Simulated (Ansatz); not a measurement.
Geometry optimisation, DFT LDA, scalar-relativistic, plane waves, PAW in Ansatz.

Input:

```yaml
crystal:
  lattice:
    - [6.42, 0.0, 0.0]
    - [-4.815, 8.339825, 0.0]
    - [0.0, 0.0, 5.21304]
  atoms:
    - { symbol: Mg, position: [0.0, 0.0, 0.0] }
    - { symbol: Mg, position: [0.1666667, 0.2222222, 0.5] }
    - { symbol: Mg, position: [0.0, 0.3333333, 0.0] }
    - { symbol: Mg, position: [0.1666667, 0.5555556, 0.5] }
    - { symbol: Mg, position: [0.0, 0.6666667, 0.0] }
    - { symbol: Mg, position: [0.1666667, 0.8888889, 0.5] }
    - { symbol: Mg, position: [0.5, 0.0, 0.0] }
    - { symbol: Mg, position: [0.6666667, 0.2222222, 0.5] }
    - { symbol: Mg, position: [0.5, 0.3333333, 0.0] }
    - { symbol: Mg, position: [0.6666667, 0.5555556, 0.5] }
    - { symbol: Mg, position: [0.5, 0.6666667, 0.0] }
    - { symbol: Mg, position: [0.6666667, 0.8888889, 0.5] }
    - { symbol: O, position: [0.3342202, 0.1128058, 0.7664748] }
basis:
  ecutwfc: 420.0
kpoints:
  mp_grid: { grid: [3, 2, 3] }
hamiltonian:
  xc: lda
scf:
  occupations: { method: gaussian, width: 0.05 }
  lower_state_search: "off"
relax:
  f_tol: 0.03
  max_steps: 60
  adjacent_minimum: "off"
```

Command:

```bash
$ ansatz run input.yaml --threads 2 --pin off --max-ram 5120MiB --backend cpu --events-out ev --progress --plain --runs-dir out
```

Where does it end, and by what steps?

The forces met the threshold. The force dipped under the threshold on the way, but the program's further checks kept it going. Limits of this set-up: coarse k mesh, a small cell, in which the defect meets its images, a typed lattice constant that wasn't relaxed here. After 4 steps the energy has fallen by 0.162 eV; Mg6 moved furthest, 0.10 Å.

```tsv
step	energy less start (eV)	largest force component (eV/Å)	accepted
0	0.0000	0.449	yes
1	-0.1498	0.138	yes
2	-0.1594	0.121	yes
3	-0.1624	0.028	yes
4	-0.1624	0.028	yes
```

```xyz
13
Lattice="6.4200 0.0000 0.0000 -4.8150 8.3398 0.0000 0.0000 0.0000 5.2130" Properties=species:S:1:pos:R:3
Mg 0.062 0.025 -0.038
Mg 0.060 1.835 2.628
Mg -1.586 2.846 0.053
Mg -1.578 4.634 2.653
Mg -3.182 5.538 -0.005
Mg -3.196 7.495 2.655
Mg 3.147 0.021 -0.006
Mg 3.146 1.830 2.658
Mg 1.590 2.700 -0.034
Mg 1.579 4.657 2.624
Mg -0.024 5.560 -0.035
Mg -0.021 7.350 2.566
O 1.604 0.928 3.918
```

Whether the end is a true minimum wasn't checked by a vibrational analysis.

The run took 12 s on 2 threads of Intel(R) Xeon(R) 6975P-C (Granite Rapids), on a shared host, peak memory 0.62 GiB.
